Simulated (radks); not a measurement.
# Nuclear size and the levels of Cd

Aim: how the total energy, the levels and the density at the nucleus of Cd respond when the nuclear radius is scaled.

Program: radks (a radial shooting solver on a logarithmic mesh, Libxc functionals) version 1. Level of theory: Dirac Kohn-Sham, relativistic LDA (MacDonald-Vosko exchange, VWN5 correlation), spin-unpolarised, spherical densities, finite nucleus. These are calculated values, not measurements, unless marked.

### 1 What is computed

* element: cadmium (Z = 48)
* charge: 0
* electrons: 48
* configuration: [Kr] 4d10 5s2
* nuclear rms radius: 4.6087 fm

Outer shells as boxes (Hund's rule):

Cd
```
[Kr] core
4d [↑↓][↑↓][↑↓][↑↓][↑↓]
5s [↑↓]
```

### 2 rms radius 4.6087 fm

Input:

```text
Z 48
configuration [Kr] 4d10 5s2 5p0 6s0
relativity Dirac
functional lda_x_rel,vwn5
spin unpolarised
j_filling average
nucleus finite rms 4.6087 fm
c 137.035999084
```

### 3 rms radius 3.8667 fm

Settings, as their differences from step 2:

```diff
@@ -6,3 +6,3 @@
 j_filling average
-nucleus finite rms 4.6087 fm
+nucleus finite rms 3.8667 fm
 c 137.035999084
```

### 4 rms radius 4.3875 fm

Settings, as their differences from step 3:

```diff
@@ -6,3 +6,3 @@
 j_filling average
-nucleus finite rms 3.8667 fm
+nucleus finite rms 4.3875 fm
 c 137.035999084
```

### 5 rms radius 4.8069 fm

Settings, as their differences from step 4:

```diff
@@ -6,3 +6,3 @@
 j_filling average
-nucleus finite rms 4.3875 fm
+nucleus finite rms 4.8069 fm
 c 137.035999084
```

### 6 rms radius 5.088 fm

Settings, as their differences from step 5:

```diff
@@ -6,3 +6,3 @@
 j_filling average
-nucleus finite rms 4.8069 fm
+nucleus finite rms 5.088 fm
 c 137.035999084
```

Before running it: what results should come out? Wanted: for each run, rms radius; total energy shift; density at nucleus; 1s1/2 shift; 2s1/2 shift; 4s1/2 shift; 4p1/2 shift; 5s1/2 shift.

The runs gave:

```csv
rms radius (fm),total energy shift (eV),density at nucleus (e/bohr³),1s1/2 shift (meV),2s1/2 shift (meV),4s1/2 shift (meV),4p1/2 shift (meV),5s1/2 shift (meV)
3.8667,-0.953,1.617e+05,-399,-44.9,-1.58,0.154,-0.0747
4.3875,-0.299,1.588e+05,-125,-14.1,-0.496,0.0485,-0.0234
4.6087,0,1.577e+05,0,0,0,0,0
4.8069,0.279,1.568e+05,117,13.1,0.462,-0.0452,0.0218
5.088,0.692,1.555e+05,289,32.6,1.15,-0.112,0.0542
```

In words: Shifts are against the first run. Over the range the 1s1/2 level moves by 0.688 eV and the 5s1/2 level by 0.129 meV. A larger nucleus binds the 1s electrons less and lowers the density at its centre. These are shifts of eigenvalues, not the field shifts of spectral lines.
